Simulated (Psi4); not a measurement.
# CH2FNOSi (SMILES O=C=N[SiH2]F): SVWN5/cc-pVDZ

Aim: energy and forces of CH2FNOSi. Input form: a Python script.

The results are computed with Psi4 1.11.

2 further runs of the same task are left out: 2 set aside as unsound or not needed.

**1. The structure to begin with**

CH2FNOSi has 7 atoms, charge 0, and is taken as a singlet. SMILES: `O=C=N[SiH2]F`. The O1–C2 distance was set to 1.742 Å, away from the relaxed value.

Bond lengths: C2–N3 1.195 Å, N3–Si4 1.694 Å, Si4–F5 1.591 Å, Si4–H6 1.475 Å, Si4–H7 1.475 Å. Angles: C2–N3–Si4 166.0°, N3–Si4–F5 109.2°, N3–Si4–H6 109.0°, N3–Si4–H7 109.0°, F5–Si4–H6 108.2°, F5–Si4–H7 108.2°, H6–Si4–H7 113.2°. A long bond or contact: O1–C2 1.742 Å.

**2. Energy and forces at SVWN5/cc-pVDZ**

Contents of ch2fnosi.xyz:

```xyz
7
CH2FNOSi
O     -0.707253    -3.453564    -0.699954
C     -0.306900    -1.816900    -0.256100
N     -0.019000    -0.706200     0.076100
Si     0.212100     0.968300     0.188900
F     -0.420200     1.671000    -1.091000
H     -0.490300     1.470300     1.384800
H      1.659300     1.253600     0.203700
```

Contents of calc.py:

```python
import psi4

psi4.set_memory('2200 MB')
psi4.set_num_threads(1)
psi4.core.set_output_file('psi4.out', False)

with open('ch2fnosi.xyz') as f:
    atoms = ''.join(f.readlines()[2:])
geom = psi4.geometry('0 1\n' + atoms + 'symmetry c1')

options = {'basis': 'cc-pVDZ', 'puream': True, 'e_convergence': 1e-09, 'd_convergence': 1e-08, 'scf_type': 'pk', 'dft_radial_points': 99, 'dft_spherical_points': 590}
psi4.set_options(options)

E, wfn = psi4.gradient("scf", dft_functional={"name": "SVWN5", "x_functionals": {"LDA_X": {}}, "c_functionals": {"LDA_C_VWN": {}}}, molecule=geom, return_wfn=True)
print('gradient / Eh bohr^-1')
print(E.np.round(6))
print(f'energy = {wfn.energy():.10f} Eh')
```

The run is started by

```console
$ python calc.py
```

psi4.out:

```text
gradient() will perform analytic gradient computation.

   => Loading Basis Set <=

    Name: CC-PVDZ
    Role: ORBITAL
    Keyword: BASIS

         ---------------------------------------------------------
                                   SCF
                              RKS Reference
                        1 Threads,   2098 MiB Core
         ---------------------------------------------------------

  ==> Geometry <==

    Molecular point group: c1
    Full point group: C1

    Geometry (in Angstrom), charge = 0, multiplicity = 1:

       Center              X                  Y                   Z               Mass
    ------------   -----------------  -----------------  -----------------  -----------------
         O           -0.529952548418    -3.174962886358    -0.402722836925    15.994914619570
         C           -0.129599548418    -1.538298886358     0.041131163075    12.000000000000
         N            0.158300451582    -0.427598886358     0.373331163075    14.003074004430
         SI           0.389400451582     1.246901113642     0.486131163075    27.976926534650
         F           -0.242899548418     1.949601113642    -0.793768836925    18.998403162730
         H           -0.312999548418     1.748901113642     1.682031163075     1.007825032230
         H            1.836600451582     1.532201113642     0.500931163075     1.007825032230

  Running in c1 symmetry.

  Rotational constants: A =      0.47209  B =      0.05254  C =      0.04810 [cm^-1]
  Rotational constants: A =  14153.01269  B =   1575.10090  C =   1442.07530 [MHz]
  Nuclear repulsion =  192.249728400742271

  Charge       = 0
  Multiplicity = 1
  Electrons    = 46
  Nalpha       = 23
  Nbeta        = 23

  ==> Algorithm <==

  SCF Algorithm Type is PK.
  DIIS enabled.
  MOM disabled.
  Fractional occupation disabled.
  Guess Type is SAD.
  Energy threshold   = 1.00e-09
  Density threshold  = 1.00e-08
  Integral threshold = 1.00e-12

  ==> Primary Basis <==

  Basis Set: CC-PVDZ
    Blend: CC-PVDZ
    Number of shells: 38
    Number of basis functions: 84
    Number of Cartesian functions: 89
    Spherical Harmonics?: true
    Max angular momentum: 2

  ==> DFT Potential <==

   => LibXC <=

    Version 7.1.2

   => Composite Functional: SVWN5 <=

    Slater exchange
    Vosko, Wilk & Nusair (VWN5)

    Deriv               =              1
    GGA                 =          FALSE
    Meta                =          FALSE

    Exchange Hybrid     =          FALSE
    MP2 Hybrid          =          FALSE

   => Exchange Functionals <=

    1.0000         XC_LDA_X

   => Correlation Functionals <=

    1.0000     XC_LDA_C_VWN

   => LibXC Density Thresholds  <==

    XC_LDA_C_VWN:  1.00E-15
    XC_LDA_X:  1.00E-15

   => Molecular Quadrature <=

    Radial Scheme          =       TREUTLER
    Pruning Scheme         =           NONE
    Nuclear Scheme         =       TREUTLER

    Blocking Scheme        =         OCTREE
    BS radius alpha        =              1
    Pruning alpha          =              1
    Radial Points          =             99
    Spherical Points       =            590
    Total Points           =         390361
    Total Blocks           =           2823
    Max Points             =            256
    Max Functions          =             84
    Weights Tolerance      =       1.00E-15

  ==> Integral Setup <==

  Using in-core PK algorithm.
   Calculation information:
      Number of atoms:                   7
      Number of AO shells:              38
      Number of primitives:            148
      Number of atomic orbitals:        89
      Number of basis functions:        84

      Integral cutoff                 1.00e-12
      Number of threads:                 1

  Performing in-core PK
  Using 12748470 doubles for integral storage.
  We computed 234862 shell quartets total.
  Whereas there are 274911 unique shell quartets.

  ==> DiskJK: Disk-Based J/K Matrices <==

    J tasked:                  Yes
    K tasked:                   No
    wK tasked:                  No
    Memory [MiB]:             1388
    Schwarz Cutoff:          1E-12

  Cached 100.0% of DFT collocation blocks in 0.180 [GiB].

  Minimum eigenvalue in the overlap matrix is 4.8480301030E-03.
  Reciprocal condition number of the overlap matrix is 1.2470285506E-03.
    Using symmetric orthogonalization.

  ==> Pre-Iterations <==

  SCF Guess: Superposition of Atomic Densities via on-the-fly atomic UHF (no occupation information).

   -------------------------
    Irrep   Nso     Nmo
   -------------------------
     A         84      84
   -------------------------
    Total      84      84
   -------------------------

  ==> Iterations <==

                        Total Energy        Delta E     RMS |[F,P]|

   @RKS iter SAD:  -554.69581389251880   -5.54696e+02   0.00000e+00
   @RKS iter   1:  -555.15535746774776   -4.59544e-01   9.42751e-03 DIIS/ADIIS
   @RKS iter   2:  -553.44635442441916    1.70900e+00   2.39803e-02 DIIS/ADIIS
   @RKS iter   3:  -554.95592294016899   -1.50957e+00   1.11552e-02 DIIS/ADIIS
   @RKS iter   4:  -555.36558097919055   -4.09658e-01   3.78284e-03 DIIS/ADIIS
   @RKS iter   5:  -555.39802844814699   -3.24475e-02   1.92732e-03 DIIS/ADIIS
   @RKS iter   6:  -555.40760418219486   -9.57573e-03   8.95962e-04 DIIS/ADIIS
   @RKS iter   7:  -555.40990110715018   -2.29692e-03   3.68300e-04 DIIS/ADIIS
   @RKS iter   8:  -555.41029581198143   -3.94705e-04   9.20082e-05 DIIS
   @RKS iter   9:  -555.41032873395136   -3.29220e-05   1.17587e-05 DIIS
   @RKS iter  10:  -555.41032936066279   -6.26711e-07   2.28108e-06 DIIS
   @RKS iter  11:  -555.41032937155376   -1.08910e-08   1.37798e-06 DIIS
   @RKS iter  12:  -555.41032937864861   -7.09485e-09   6.81086e-08 DIIS
   @RKS iter  13:  -555.41032937866544   -1.68257e-11   1.32241e-08 DIIS
   @RKS iter  14:  -555.41032937866544    0.00000e+00   4.15491e-09 DIIS
  Energy and wave function converged.

  ==> Post-Iterations <==

   Electrons on quadrature grid:
      Ntotal   =   45.9999996692 ; deviation = -3.308e-07

    Orbital Energies [Eh]
    ---------------------

    Doubly Occupied:

       1A    -65.226844     2A    -24.124347     3A    -18.649476
       4A    -13.944240     5A     -9.954217     6A     -5.121741
       7A     -3.566005     8A     -3.563084     9A     -3.559688
      10A     -1.111734    11A     -0.908534    12A     -0.794638
      13A     -0.629544    14A     -0.492386    15A     -0.440015
      16A     -0.433417    17A     -0.408256    18A     -0.393947
      19A     -0.387718    20A     -0.381188    21A     -0.328661
      22A     -0.233246    23A     -0.230627

    Virtual:

      24A     -0.123955    25A     -0.105556    26A     -0.089119
      27A     -0.011671    28A      0.001470    29A      0.034081
      30A      0.070642    31A      0.176785    32A      0.190897
      33A      0.233331    34A      0.275773    35A      0.306273
      36A      0.327367    37A      0.354905    38A      0.391679
      39A      0.412335    40A      0.449470    41A      0.456459
      42A      0.498069    43A      0.620533    44A      0.676443
      45A      0.747641    46A      0.767638    47A      0.795089
      48A      0.817190    49A      0.936974    50A      0.964352
      51A      0.966687    52A      1.010199    53A      1.011082
      54A      1.094617    55A      1.112146    56A      1.157561
      57A      1.166181    58A      1.184393    59A      1.273360
      60A      1.314735    61A      1.338495    62A      1.399125
      63A      1.467991    64A      1.484980    65A      1.686372
      66A      1.713524    67A      1.715412    68A      1.832795
      69A      1.910555    70A      2.063106    71A      2.128921
      72A      2.170821    73A      2.205701    74A      2.552632
      75A      2.552636    76A      2.654824    77A      2.657273
      78A      2.731790    79A      3.116697    80A      3.443855
      81A      3.444717    82A      3.505760    83A      3.514729
      84A      3.717077

    Final Occupation by Irrep:
              A
    DOCC [    23 ]
    NA   [    23 ]
    NB   [    23 ]

  @RKS Final Energy:  -555.41032937866544

   => Energetics <=

    Nuclear Repulsion Energy =            192.2497284007422707
    One-Electron Energy =               -1151.7380627816326069
    Two-Electron Energy =                 453.7326406332643387
    DFT Exchange-Correlation Energy =     -49.6546356310394046
    Empirical Dispersion Energy =           0.0000000000000000
    VV10 Nonlocal Energy =                  0.0000000000000000
    Total Energy =                       -555.4103293786654376

Computation Completed

Properties will be evaluated at   0.000000,   0.000000,   0.000000 [a0]

Properties computed using the SCF density matrix

 Multipole Moments:

 ------------------------------------------------------------------------------------
     Multipole            Electronic (a.u.)      Nuclear  (a.u.)        Total (a.u.)
 ------------------------------------------------------------------------------------

 L = 1.  Multiply by 2.5417464519 to convert [e a0] to [Debye]
 Dipole X            :         -1.1336934            1.6629529            0.5292595
 Dipole Y            :          0.1954424            1.2499390            1.4453814
 Dipole Z            :         -2.0950241            2.8028446            0.7078205
 Magnitude           :                                                    1.6941821

 ------------------------------------------------------------------------------------

	total time  =          8 seconds =       0.13 minutes

         ------------------------------------------------------------
                                   SCF GRAD
         ------------------------------------------------------------

  ==> Geometry <==

    Molecular point group: c1
    Full point group: C1

    Geometry (in Angstrom), charge = 0, multiplicity = 1:

       Center              X                  Y                   Z               Mass
    ------------   -----------------  -----------------  -----------------  -----------------
         O           -0.529952548418    -3.174962886358    -0.402722836925    15.994914619570
         C           -0.129599548418    -1.538298886358     0.041131163075    12.000000000000
         N            0.158300451582    -0.427598886358     0.373331163075    14.003074004430
         SI           0.389400451582     1.246901113642     0.486131163075    27.976926534650
         F           -0.242899548418     1.949601113642    -0.793768836925    18.998403162730
         H           -0.312999548418     1.748901113642     1.682031163075     1.007825032230
         H            1.836600451582     1.532201113642     0.500931163075     1.007825032230

  Nuclear repulsion =  192.249728400742271

  ==> Basis Set <==

  Basis Set: CC-PVDZ
    Blend: CC-PVDZ
    Number of shells: 38
    Number of basis functions: 84
    Number of Cartesian functions: 89
    Spherical Harmonics?: true
    Max angular momentum: 2

  ==> DirectJKGrad: Integral-Direct SCF Gradients <==

    Gradient:                    1
    J tasked:                  Yes
    K tasked:                   No
    wK tasked:                  No
    Integrals threads:           1
    Schwarz Cutoff:          1E-12

  ==> DFT Potential <==

   => LibXC <=

    Version 7.1.2

   => Composite Functional: SVWN5 <=

    Slater exchange
    Vosko, Wilk & Nusair (VWN5)

    Deriv               =              1
    GGA                 =          FALSE
    Meta                =          FALSE

    Exchange Hybrid     =          FALSE
    MP2 Hybrid          =          FALSE

   => Exchange Functionals <=

    1.0000         XC_LDA_X

   => Correlation Functionals <=

    1.0000     XC_LDA_C_VWN

   => LibXC Density Thresholds  <==

    XC_LDA_C_VWN:  1.00E-15
    XC_LDA_X:  1.00E-15

   => Molecular Quadrature <=

    Radial Scheme          =       TREUTLER
    Pruning Scheme         =           NONE
    Nuclear Scheme         =       TREUTLER

    Blocking Scheme        =         OCTREE
    BS radius alpha        =              1
    Pruning alpha          =              1
    Radial Points          =             99
    Spherical Points       =            590
    Total Points           =         390361
    Total Blocks           =           2823
    Max Points             =            256
    Max Functions          =             84
    Weights Tolerance      =       1.00E-15

  -Total Gradient:
     Atom            X                  Y                   Z
    ------   -----------------  -----------------  -----------------
       1       -0.042286805663    -0.172166536741    -0.047016105041
       2        0.039716160983     0.165243345015     0.043460486969
       3        0.007346073447     0.034848678656     0.007187655453
       4       -0.013912047890    -0.017540210640    -0.022087578558
       5        0.012987612247    -0.011026596656     0.025657324191
       6        0.005149364531    -0.000416073354    -0.007505311755
       7       -0.009007750350     0.001035049260     0.000294628460

	total time  =          8 seconds =       0.13 minutes
```

Standard output:

```text
gradient / Eh bohr^-1
[[-0.042287 -0.172167 -0.047016]
 [ 0.039716  0.165243  0.04346 ]
 [ 0.007346  0.034849  0.007188]
 [-0.013912 -0.01754  -0.022088]
 [ 0.012988 -0.011027  0.025657]
 [ 0.005149 -0.000416 -0.007505]
 [-0.009008  0.001035  0.000295]]
energy = -555.4103293787 Eh
```

Run time: 17 s. Hardware: 1 thread of Intel Xeon 6975P-C (Granite Rapids), shared host; peak memory 0.6 GiB.

**3. Results**

Level: SVWN5/cc-pVDZ.

| quantity | value |
| --- | --- |
| total energy | -555.41033 Eh |
| dipole moment | 4.31 D |
| HOMO energy | -6.28 eV |
| LUMO energy | -3.37 eV |
| HOMO–LUMO gap | 2.90 eV |
| largest force on an atom | 9.431 eV/Å |
